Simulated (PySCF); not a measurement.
# PtH: from the state search to spectroscopic constants

Aim: find the lowest electronic state of PtH, scan its bond at several levels of theory, and get bond length, wavenumber and dissociation energy from each curve.

Computed with PySCF 2.14.0. Level: H def2-TZVPP, Pt def2-TZVPP with ECP60, scalar-relativistic core potentials.

## Step 1: The job

The job is set up so:

```
atoms                         : H, Pt
charge                        : 0
basis                         : H def2-TZVPP, Pt def2-TZVPP with ECP60
Hamiltonian                   : scalar-relativistic core potentials
basis functions               : 70
electrons treated             : 19
masses in u                   : 1.0078, 194.9648
levels                        : PBE0, PBE, r²SCAN, TPSS, B97-3, PBEsol, TPSSh, ωB97X-V, HF, MP2, SCS-MP2, CCSD, CCSD(T)
grid                          : 80 radial by 434 angular points
occupations                   : held fixed by the projection of orbital angular momentum
dissociation limit            : H + Pt, each in its ground configuration
starting distance in angstrom : 1.495
values of 2S to try           : 1, 3, 5
```

Run with:

```console
$ OMP_NUM_THREADS=1 python dia.py task.json out
```

After this run come: First curve: PBE0; Higher solutions at PBE0; PBE (GGA); r²SCAN (meta-GGA); TPSS; B97-3; PBEsol (GGA); TPSSh (hybrid meta-GGA); ωB97X-V (range-separated hybrid); UHF (mean field); Adding correlation.

What does the calculation give? Wanted: for each run, Re; ωe; De; μ.

**Answer**, as computed:

Lowest PBE0 solution found, without spin–orbit coupling: ²Σ⁺ (doublet), unpaired electrons σ ↑. State 2 has its PBE0 minimum 0.11 eV higher. State 3 has its PBE0 minimum 0.69 eV higher. State 4 has its PBE0 minimum 2.59 eV higher. The other levels ran on the lowest alone.

```tsv
level	Re (Å)	ωe (cm⁻¹)	De (eV)	μ (D)
UHF	1.558	2132	1.92	2.34
UHF-MP2	1.473	2678	3.51	n/a
UHF-SCS-MP2	1.483	2612	3.50	n/a
UHF-CCSD	1.512	2408	3.43	n/a
UHF-CCSD(T)	1.511	2410	3.55	n/a
PBE	1.525	2365	3.64	0.97
PBEsol	1.520	2403	3.88	0.91
TPSS	1.531	2361	3.65	1.14
r²SCAN	1.516	2423	3.58	1.13
TPSSh	1.528	2371	3.57	1.24
PBE0	1.519	2390	3.42	1.26
B97-3	1.521	2367	3.42	1.31
ωB97X-V	1.524	2374	3.50	1.57
```

De is counted to H + Pt in their ground configurations. A positive dipole means H(−)Pt(+).

Differences from CCSD(T) in the same basis:

```tsv
level	Re (mÅ)	ωe (%)
UHF	+47	-11.6
UHF-MP2	-38	+11.1
UHF-SCS-MP2	-28	+8.3
UHF-CCSD	+1	-0.1
PBE	+14	-1.9
PBEsol	+9	-0.3
TPSS	+20	-2.0
r²SCAN	+5	+0.5
TPSSh	+17	-1.6
PBE0	+8	-0.9
B97-3	+10	-1.8
ωB97X-V	+14	-1.5
```

**Reading.** Judged by CCSD(T) in the same basis: best bond length UHF-CCSD (+1 mÅ), worst UHF (+47 mÅ); best wavenumber UHF-CCSD (-0.1 %), worst UHF (-11.6 %). Of the levels with a De here, UHF gives the least (1.92 eV) and PBEsol the most (3.88 eV).

These are scalar-relativistic numbers at best; spin–orbit coupling would shift them, the dissociation energy most. With d or f electrons several states lie close, and the lowest PBE0 determinant need not be the measured ground state. With spin–orbit coupling the term label itself may not hold.
